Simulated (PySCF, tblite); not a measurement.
**C6H8NO radical: geometry, infrared bands and EPR parameters**

What infrared bands and EPR parameters should C6H8NO radical (`C/C=C1/[CH][C@H]1NC=O`) show?

Computed with tblite 0.8.0 and PySCF 2.14.0, with density-fitted response routines of our own, on a single molecule in the gas phase. Atoms count from 0, in the outputs and in this text.

## Step 1: The molecule as given

16 atoms, charge 0, multiplicity 2; geometry from: force field or distance geometry start.

Bonds of the start (Å): C0–C1 1.51, C1–C2 1.32, C2–C3 1.52, C3–C4 1.53, C4–N5 1.45, N5–C6 1.42, C6–O7 1.27, C4–C2 1.48, C0–H8 1.11, C0–H9 1.12, C0–H10 1.09, C1–H11 1.09, C3–H12 1.10, C4–H13 1.12, N5–H14 1.05, C6–H15 1.10.

## Step 2: Geometry optimisation with GFN2-xTB

Job settings and geometry (Å):

```
{"job": {"kind": "relax", "xc": "GFN2-xTB", "basis": "xTB"}, "charge": 0, "multiplicity": 2}
C      2.349000     0.148700     0.804500
C      1.840300    -0.049000    -0.608000
C      0.556800     0.058600    -0.883700
C     -0.464800    -0.009700    -2.000700
C     -0.869500     0.308900    -0.561100
N     -1.601400    -0.703100     0.185200
C     -2.630300    -0.331900     1.097700
O     -2.957100     0.877900     1.302000
H      2.107800    -0.768900     1.383500
H      1.836900     1.017500     1.282100
H      3.415600     0.370600     0.718900
H      2.569900    -0.304500    -1.382400
H     -0.510600     0.870400    -2.655000
H     -1.162500     1.372200    -0.393000
H     -1.345200    -1.713500     0.047900
H     -3.142400    -1.135200     1.650600
```

Started as:

```bash
$ OMP_NUM_THREADS=1 python probes_run.py task.json out
```

This one command runs all jobs of the session in turn.

**Question.** This job is followed by: GFN2-xTB harmonic vibrations, gas phase; UKS B3LYP, pcH-1 on C H N O, non-relativistic, mean-field spin-orbit, GIAO. Predict these results of the whole session: strongest single infrared mode (GFN2-xTB); zero-point energy (GFN2-xTB); g(iso) (B3LYP); ⟨S²⟩; largest a(iso) (averaged by class); potential on the surface of density 0.002 e/bohr³, 1st and 99th percentile.

**Answer**, as computed:

| quantity | value |
| --- | --- |
| strongest single infrared mode (GFN2-xTB) | 1762 cm⁻¹, 654 km/mol |
| zero-point energy (GFN2-xTB) | 76.9 kcal/mol |
| g(iso) (B3LYP) | 2.00263 |
| ⟨S²⟩ | 0.774 (exact 0.75) |
| largest a(iso) (averaged by class) | 13C on C3, 66.3 MHz |
| potential on the surface of density 0.002 e/bohr³, 1st and 99th percentile | -2.06 V and 2.03 V |

In words: The optimisation took 107 steps and gained 1.244 eV; among the close pairs (by a distance rule), C2–C3 changed most, from 1.515 to 1.359 Å. All 42 modes are real, so the xTB geometry is a minimum. The strongest single mode, at 1762 cm⁻¹, moves mainly C6 and O7. GFN2-xTB is a fitted tight-binding method: band positions and strengths are rough. Its intensities can rank the bands wrongly. The largest spin populations lie on C3 (0.64 e), C1 (0.61 e). The isotropic g lies 0.3 ppt above the free-electron value. The conformer search found further structures of the same energy, which may be mirror or relabelled copies of this one.
